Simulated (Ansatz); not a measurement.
I need a search for lower mean-field states of GaH₅Si₂, SMILES [SiH2]1[SiH2][GaH]1. Use Ansatz 0.2.0 through its Python package. Use (for the species named): PBE0, def2-SVP basis, multiplicity 1.

```xyz
8

Si   -0.9397    0.4317   -0.6204
Si    0.8668   -0.0411    0.4939
Ga   -1.0089   -1.2099    1.1059
H    -1.0775   -0.4445   -1.7615
H    -0.8804    1.8433   -1.1630
H     0.9216    0.7621    1.7361
H     2.0719    0.2788   -0.3280
H     0.1384   -1.6776    0.4812
```

`gah5si2.py`
```python
"""Restricted and unrestricted solutions of GaH5Si2, stretched and not."""

import ansatz
from ase import Atoms
import numpy as np


def main() -> None:
    atoms = Atoms(["Si", "Si", "Ga", "H", "H", "H", "H", "H"], positions=[
        (-0.9397, 0.4317, -0.6204),
        (0.8668, -0.0411, 0.4939),
        (-1.0089, -1.2099, 1.1059),
        (-1.0775, -0.4445, -1.7615),
        (-0.8804, 1.8433, -1.163),
        (0.9216, 0.7621, 1.7361),
        (2.0719, 0.2788, -0.328),
        (0.1384, -1.6776, 0.4812),
    ])
    system = ansatz.Crystal.molecule_from_ase(atoms)
    symbols = [site.symbol for site in system.cartesian_sites]

    start = np.array([site.position_ang for site in system.cartesian_sites])
    for factor in [1.0, 1.3]:
        xyz = (start - start.mean(axis=0)) * factor
        scaled = ansatz.Crystal.molecule()
        for symbol, place in zip(symbols, xyz):
            scaled = scaled.atom(symbol, place.tolist())
        setup = scaled.calculation()
        setup = setup.basis(gaussian="def2-SVP").functional("pbe0")
        setup = setup.spin("collinear")
        for search in ("off", "standard"):
            try:
                r = setup.scf(lower_state_search=search).run(threads=1, backend="cpu").report
            except ansatz.AnsatzError as error:
                print(f"x{factor} search {search}: {type(error).__name__}")
                continue
            state = r["mean_field"]["state"]
            print(f"all distances x{factor}, search {search:8s} E = {r['free_energy_ev']:.5f} eV  <S^2> = {abs(state['spin_squared']):.3f}  other states met: {len(r['mean_field']['others'])}")


if __name__ == "__main__":
    main()
```

```console
$ python gah5si2.py
all distances x1.0, search off      E = -68184.48081 eV  <S^2> = 0.000  other states met: 0
all distances x1.0, search standard E = -68184.58678 eV  <S^2> = 0.617  other states met: 6
all distances x1.3, search off      E = -68181.31604 eV  <S^2> = 0.000  other states met: 0
all distances x1.3, search standard E = -68181.60941 eV  <S^2> = 0.968  other states met: 7
```

What to keep in mind:
- Total energies depend on the basis set; only differences at equal settings carry meaning.
- The count of other states can hold repeated and symmetry-equivalent ends of the search; scaling all distances is a test, and for more than two atoms no physical path.
- The structure is a rough, unrelaxed start.
- The expectation value of S² is noticeably off S(S+1) in at least one run, so that state is spin-contaminated.
- Wall time of the script: 67 s on 1 thread of Arm Neoverse V1, on a shared host, peak memory 0.37 GiB.
